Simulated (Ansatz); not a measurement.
# CH7BN2: one species, many methods

One table from this session's results is given with a row withheld; the runs are named, their logs left out.

Computed with Ansatz 0.2.0, Gaussian basis. Level: functionals in def2-TZVPP, the program's frozen cores in correlated methods.

Plan: LDA (SPW92), PBE-D4, revPBE-D4, BLYP-D4, r2SCAN-D4, B97M-V, PBE0-D4, B3LYP-D4, r2SCANh-D4, r2SCAN0-D4, HSE06-D4, BHLYP-D4, CAM-B3LYP-D4, LC-ωPBE, ωB97X-V, ωB97M-V, B2PLYP, PBE-QIDH; CCSD(T)/def2-SVP; CCSD(T)/def2-TZVPP; MP2/def2-QZVPP; extrapolation to the limit; RPA on PBE.

## The relaxed structure

All runs share one geometry, relaxed beforehand with PBE0-D4 in a triple-zeta def2 set.

11 atoms, charge 0, spin multiplicity 1.

Atoms are counted from 1 here; the program's logs count them from 0.

Bond lengths: B1–C2 1.565 Å, B1–N3 1.602 Å, B1–H5 1.200 Å, B1–H6 1.199 Å, C2–N3 1.521 Å, C2–N4 1.416 Å, C2–H7 1.088 Å, N3–H8 1.010 Å, N3–H9 1.009 Å, N4–H10 1.009 Å, N4–H11 1.008 Å. Angles: C2–B1–N3 57.4°, C2–B1–H5 117.7°, C2–B1–H6 119.1°, N3–B1–H5 112.6°, N3–B1–H6 113.1°, H5–B1–H6 119.9°, B1–C2–N3 62.5°, B1–C2–N4 121.8°, B1–C2–H7 120.0°, N3–C2–N4 112.0°, N3–C2–H7 109.1°, N4–C2–H7 116.0°, B1–N3–C2 60.1°, B1–N3–H8 119.4°, B1–N3–H9 122.0°, C2–N3–H8 111.9°, C2–N3–H9 118.0°, H8–N3–H9 113.8° and more.

The first run:

File in.yaml:

```yaml
crystal:
  periodic: [false, false, false]
  atoms:
    - {symbol: B, position_ang: [-1.083212, 0.580738, 0.149895]}
    - {symbol: C, position_ang: [0.440969, 0.326478, -0.098620]}
    - {symbol: N, position_ang: [-0.224912, -0.445841, 1.030120]}
    - {symbol: N, position_ang: [0.896506, -0.528338, -1.130943]}
    - {symbol: H, position_ang: [-1.866350, 0.025997, -0.571252]}
    - {symbol: H, position_ang: [-1.419042, 1.556601, 0.759960]}
    - {symbol: H, position_ang: [1.181634, 1.003902, 0.321466]}
    - {symbol: H, position_ang: [-0.277393, -1.434361, 0.830673]}
    - {symbol: H, position_ang: [0.054138, -0.235944, 1.976330]}
    - {symbol: H, position_ang: [1.899204, -0.577802, -1.228212]}
    - {symbol: H, position_ang: [0.463858, -0.328528, -2.018817]}
basis:
  gaussian: {orbitals: def2-TZVPP}
hamiltonian: {xc: lda}
output: {orbitals: {seedname: orbitals}}
```

Run with:

```bash
$ ansatz run in.yaml --threads 2 --pin off --events-out ev --progress --plain --max-ram 4352MiB
```

Steps of the session up to this table: LDA; PBE-D4 (GGA); revPBE-D4 (GGA); BLYP-D4 (GGA); r2SCAN-D4 (meta-GGA); B97M-V (meta-GGA); PBE0-D4 (hybrid); B3LYP-D4 (hybrid); r2SCANh-D4 (hybrid); r2SCAN0-D4 (hybrid); HSE06-D4 (hybrid); BHLYP-D4 (hybrid); CAM-B3LYP-D4 (range-separated); LC-ωPBE (range-separated); ωB97X-V (range-separated); ωB97M-V (range-separated); B2PLYP (double hybrid); PBE-QIDH (double hybrid).

One of the session's tables, all rows but one given; the rest of the session is left out.

It belongs to the step «Frontier levels by functional». 

```
  functional  HOMO (eV)  LUMO (eV)  gap (eV)
 LDA (SPW92)      -5.78      -0.15      5.63
      PBE-D4      -5.63      -0.06      5.57
   revPBE-D4      -5.57      -0.02      5.56
     BLYP-D4      -5.53      -0.09      5.44
   r2SCAN-D4      -5.89       0.71      6.59
      B97M-V      -6.03       0.15      6.18
     PBE0-D4      -7.00       0.77      7.78
    B3LYP-D4      -6.79       0.42      7.21
  r2SCANh-D4      -6.40       0.95      7.35
  r2SCAN0-D4      -7.18       1.29      8.47
    HSE06-D4          ?          ?         ?
    BHLYP-D4      -8.31       1.38      9.68
CAM-B3LYP-D4      -8.44       1.52      9.96
     LC-ωPBE      -9.81       2.81     12.62
     ωB97X-V      -9.45       2.63     12.08
     ωB97M-V      -9.36       2.13     11.49
```

Q: Estimate the row for HSE06-D4 from the others.

As computed: HOMO (eV): -6.60; LUMO (eV): 0.41; gap (eV): 7.01. In the column «HOMO (eV)» it lies between B3LYP-D4 (-6.79) and r2SCANh-D4 (-6.40).
